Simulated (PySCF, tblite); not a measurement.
# C5H12Si3: geometry, infrared bands and NMR shifts

Aim: predict the infrared bands and NMR shifts of C5H12Si3 (`C#C[Si@@](C)([SiH3])[SiH2]C=C`).

Computed with tblite 0.8.0 and PySCF 2.14.0, with density-fitted response routines of our own, on a single molecule in the gas phase. Atoms count from 0, in the outputs and in this text.

## Step 1: Starting geometry

20 atoms, charge 0, multiplicity 1; geometry from: force field or distance geometry start.

Bonds of the start (Å): C0–C1 1.22, C1–Si2 1.82, Si2–C3 1.89, Si2–Si4 2.23, Si2–Si5 2.23, Si5–C6 1.84, C6–C7 1.33, C0–H8 1.07, C3–H9 1.10, C3–H10 1.11, C3–H11 1.10, Si4–H12 1.45, Si4–H13 1.48, Si4–H14 1.47, Si5–H15 1.49, Si5–H16 1.46, C6–H17 1.09, C7–H18 1.08, C7–H19 1.07.

## Step 2: Optimising the geometry with GFN2-xTB

The job: settings as JSON, then the geometry in Å.

```
{"job": {"kind": "relax", "xc": "GFN2-xTB", "basis": "xTB"}, "charge": 0, "multiplicity": 1}
C      2.510300     1.484500    -0.318900
C      1.351400     1.113400    -0.356000
Si    -0.369600     0.527300    -0.417300
C     -1.428400     2.078700    -0.587900
Si    -0.751200    -0.820400    -2.151000
Si    -0.943700    -0.588800     1.429300
C      0.558900    -1.447700     2.043800
C      1.670900    -1.615200     1.341400
H      3.526300     1.802900    -0.293700
H     -2.335800     1.919900    -1.195500
H     -1.789500     2.328300     0.434500
H     -0.860700     2.918000    -1.008200
H      0.479800    -1.193200    -2.822000
H     -1.603000    -0.189500    -3.180600
H     -1.399600    -2.026200    -1.620000
H     -1.358300     0.438900     2.426300
H     -2.043800    -1.510500     1.159200
H      0.526400    -1.849700     3.057100
H      2.542500    -2.127500     1.715400
H      1.712100    -1.232600     0.340800
```

Started as:

```sh
> OMP_NUM_THREADS=1 python probes_run.py task.json out
```

One launch serves the whole session: the jobs run in the order shown.

**Question.** This job is followed by: GFN2-xTB harmonic vibrations, gas phase; GIAO PBE0/pcSseg-1 NMR shielding, non-relativistic, gas phase. What will the session give for the following? strongest single infrared mode (GFN2-xTB); zero-point energy (GFN2-xTB); ¹³C shifts against TMS (PBE0/pcSseg-1); ¹H shifts against TMS (PBE0/pcSseg-1, means over atoms taken as alike); ²⁹Si shifts against TMS (PBE0/pcSseg-1).

As calculated:

| quantity | value |
| --- | --- |
| strongest single infrared mode (GFN2-xTB) | 779 cm⁻¹, 741 km/mol |
| zero-point energy (GFN2-xTB) | 86.1 kcal/mol |
| ¹³C shifts against TMS (PBE0/pcSseg-1) | 145.6, 139.0, 107.6, 91.0, -1.4 ppm |
| ¹H shifts against TMS (PBE0/pcSseg-1, means over atoms taken as alike) | 6.58, 6.47, 6.38, 4.54, 4.20, 3.58, 2.19, 0.44 ppm |
| ²⁹Si shifts against TMS (PBE0/pcSseg-1) | -68.5, -74.6, -106.7 ppm |

In words: The optimisation took 185 steps and gained 0.491 eV; among the close pairs (by a distance rule), Si2–Si4 changed most, from 2.229 to 2.333 Å. The lowest mode is imaginary (20i cm⁻¹), so the xTB geometry is not a minimum. The strongest single mode, at 779 cm⁻¹, has its largest shares on H13, H12 and H14 (the list is cut at 3 atoms). GFN2-xTB is a fitted tight-binding method: band positions and strengths are rough. Its intensities can rank the bands wrongly. The most deshielded carbon is C7 (terminal =CH2 carbon), at 145.6 ppm: as expected for a trigonal carbon in a double bond. The most deshielded hydrogen is H17 (hydrogen on an alkene CH), at 6.58 ppm: a vinylic proton, deshielded by the sp2 carbon and the C=C anisotropy. At PBE0/pcSseg-1: The widest tensor belongs to C1: span 297 ppm, with a paramagnetic part of -169 ppm.
